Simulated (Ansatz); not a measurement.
# KLiPd4O12: the cost of one run

Method: DFT PBE, scalar-relativistic, plane waves, PAW, in Ansatz 0.2.0.

### Step 1. The starting structure

The structure is tetragonal, space group P4/mmm (No. 123). The conventional cell has a = 5.663 Å, b = 5.663 Å, c = 8.013 Å, α = 90.00°, β = 90.00°, γ = 90.00°. Around K (site symmetry 4/mmm) lie 12 O at 2.83 to 2.87 Å. Li (site symmetry 4/mmm) has 12 O at 2.79 to 2.83 Å as nearest neighbours. Nb (site symmetry 2mm) has 6 O at 1.99 to 2.02 Å as nearest neighbours. O (site symmetry m) is surrounded by 2 Nb at 2.00 Å and 1 Li at 2.79 Å and 1 K at 2.87 Å. Around O (site symmetry mmm) lie 2 Nb at 1.99 Å and 2 Li at 2.83 Å. Around O (site symmetry mmm) lie 2 Nb at 2.02 Å and 2 K at 2.83 Å.

Coordinates:

```
K Li Nb O
1.0
     5.66327    0.00000    0.00000
     0.00000    5.66327    0.00000
     0.00000    0.00000    8.01261
K Li Nb O
1 1 4 12
Cartesian
  0.0000 0.0000 0.0000
  2.8316 2.8316 4.0063
  0.0000 2.8316 5.9917
  0.0000 2.8316 2.0210
  2.8316 0.0000 2.0210
  2.8316 0.0000 5.9917
  1.4333 1.4333 2.0363
  1.4333 1.4333 5.9763
  4.2299 4.2299 5.9763
  4.2299 4.2299 2.0363
  4.2299 1.4333 5.9763
  4.2299 1.4333 2.0363
  1.4333 4.2299 5.9763
  1.4333 4.2299 2.0363
  0.0000 2.8316 4.0063
  0.0000 2.8316 0.0000
  2.8316 0.0000 4.0063
  2.8316 0.0000 0.0000
```

The structure comes from the Materials Project (structure only).

### Step 2. One element swapped, cell strained: Nb → Pd, first probe

The change: Pd takes all sites of Nb, and lengths are scaled by 0.966 as a first guess of the size; strain xx, yy, zz, yz, xz, xy = -2.6, -2.6, -4.1, +0.0, +0.0, +0.0 %; atoms moved by 0.03 Å root mean square, at most 0.04 Å.

Contents of input.yaml:

```yaml
crystal:
  lattice:
    - [5.3309140851, 0.0, 0.0]
    - [0.0, 5.3309140851, 0.0]
    - [0.0, 0.0, 7.4262460943]
  atoms:
    - { symbol: K, position: [0.0, 0.0, 0.0] }
    - { symbol: Li, position: [0.5, 0.5, 0.5] }
    - { symbol: Pd, position: [0.0, 0.5, 0.7471191264] }
    - { symbol: Pd, position: [0.0, 0.5, 0.2528808736] }
    - { symbol: Pd, position: [0.5, 0.0, 0.2528808736] }
    - { symbol: Pd, position: [0.5, 0.0, 0.7471191264] }
    - { symbol: O, position: [0.2582510086, 0.2582510086, 0.2563147168] }
    - { symbol: O, position: [0.2582510086, 0.2582510086, 0.7436852832] }
    - { symbol: O, position: [0.7417489914, 0.7417489914, 0.7436852832] }
    - { symbol: O, position: [0.7417489914, 0.7417489914, 0.2563147168] }
    - { symbol: O, position: [0.7417489914, 0.2582510086, 0.7436852832] }
    - { symbol: O, position: [0.7417489914, 0.2582510086, 0.2563147168] }
    - { symbol: O, position: [0.2582510086, 0.7417489914, 0.7436852832] }
    - { symbol: O, position: [0.2582510086, 0.7417489914, 0.2563147168] }
    - { symbol: O, position: [0.0, 0.5, 0.5] }
    - { symbol: O, position: [0.0, 0.5, 0.0] }
    - { symbol: O, position: [0.5, 0.0, 0.5] }
    - { symbol: O, position: [0.5, 0.0, 0.0] }
basis:
  ecutwfc: 420
kpoints:
  mp_grid: { grid: [4, 4, 4] }
hamiltonian:
  xc: pbe
scf:
  occupations: { method: gaussian, width: 0.1 }
output:
  forces: true
  stress: true
  eigenvalues: true
```

**Question.** How long does this run take on 4 threads of an x86-64 CPU, shared host, and how much memory does it need?

About 3.8 s, with a peak of 1 GiB.
